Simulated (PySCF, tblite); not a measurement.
# C₄H₁₁NSSi₂: geometry, infrared bands and NMR shifts

Aim: predict the infrared bands and NMR shifts of C₄H₁₁NSSi₂ (`CSC1=C[Si@@H](N)[Si@@H]1C`).

Computed with tblite 0.8.0 and PySCF 2.14.0, with density-fitted response routines of our own, on a single molecule in the gas phase. Atoms count from 0, in the outputs and in this text.

## Step 1: The starting structure

19 atoms, charge 0, multiplicity 1; geometry from: force field or distance geometry start.

Bonds of the start (Å): C0–S1 1.82, S1–C2 1.84, C2–C3 1.28, C3–Si4 1.78, Si4–N5 1.79, Si4–Si6 2.15, Si6–C7 1.88, Si6–C2 1.80, C0–H8 1.12, C0–H9 1.11, C0–H10 1.10, C3–H11 1.16, Si4–H12 1.48, N5–H13 1.02, N5–H14 1.05, Si6–H15 1.50, C7–H16 1.11, C7–H17 1.10, C7–H18 1.09.

## Step 2: Relaxing the molecule with GFN2-xTB

What the job is given:

```
{"job": {"kind": "relax", "xc": "GFN2-xTB", "basis": "xTB"}, "charge": 0, "multiplicity": 1}
C      3.094000    -0.021400     0.228000
S      2.225900    -1.527700    -0.298800
C      0.445700    -1.064500    -0.208500
C     -0.590800    -1.757700    -0.487000
Si    -1.992100    -0.703500    -0.188800
N     -2.987400    -1.032700     1.262100
Si    -0.279800     0.514600     0.257100
C      0.104500     1.952500    -0.896400
H      3.640100    -0.291400     1.168700
H      2.347100     0.760900     0.496600
H      3.766200     0.318100    -0.577000
H     -0.611600    -2.865300    -0.827600
H     -2.813300    -0.352200    -1.373800
H     -3.983000    -1.129100     1.059700
H     -2.774100    -0.305500     1.986600
H     -0.052200     0.879200     1.698900
H      0.994800     2.496400    -0.521400
H     -0.775900     2.605100    -0.891000
H      0.232100     1.533400    -1.894800
```

Run with:

```bash
> OMP_NUM_THREADS=1 python probes_run.py task.json out
```

The driver reads the jobs from task.json and runs them one after another.

**Question.** This job is followed by: GFN2-xTB harmonic vibrations, gas phase; GIAO PBE0/pcSseg-1 NMR shielding, non-relativistic, gas phase. What will the session give for the following? strongest single infrared mode (GFN2-xTB); zero-point energy (GFN2-xTB); 13C shifts against TMS (PBE0/pcSseg-1); 1H shifts against TMS (PBE0/pcSseg-1, means over atoms taken as alike); 33S shifts against CS2 (PBE0/pcSseg-1); 29Si shifts against TMS (PBE0/pcSseg-1); 15N shifts against NH3 (PBE0/pcSseg-1); surface potential, 1st and 99th percentile.

The runs gave:

| quantity | value |
| --- | --- |
| strongest single infrared mode (GFN2-xTB) | 2186 cm⁻¹, 459 km/mol |
| zero-point energy (GFN2-xTB) | 86.7 kcal/mol |
| 13C shifts against TMS (PBE0/pcSseg-1) | 186.1, 158.8, 22.7, -0.7 ppm |
| 1H shifts against TMS (PBE0/pcSseg-1, means over atoms taken as alike) | 7.01, 5.43, 5.24, 2.37, 0.52, 0.42 ppm |
| 33S shifts against CS2 (PBE0/pcSseg-1) | 79 ppm |
| 29Si shifts against TMS (PBE0/pcSseg-1) | -8.3, -29.8 ppm |
| 15N shifts against NH3 (PBE0/pcSseg-1) | 24.4 ppm |
| surface potential, 1st and 99th percentile | -1.12 V and 1.43 V |

**Reading.** Relaxing lowered the energy by 1.445 eV in 177 steps; the close pair that moved most is Si4–Si6, from 2.148 to 2.329 Å. No mode is imaginary among the 51: a minimum at this level. The strongest single mode, at 2186 cm⁻¹, moves mainly H12. Unscaled tight-binding wavenumbers are off by several per cent, some by more. Its intensities can rank the bands wrongly. H11 (hydrogen on an alkene CH) lies farthest downfield among hydrogen, at 7.01 ppm; olefinic region. At PBE0/pcSseg-1: The widest tensor belongs to S1: span 480 ppm, with a paramagnetic part of -632 ppm. At PBE0/pcSseg-1, counted by nearest atom on the grid, the HOMO lies on S1 53 %; C3 22 %, the LUMO on C2 33 %; C3 23 %.
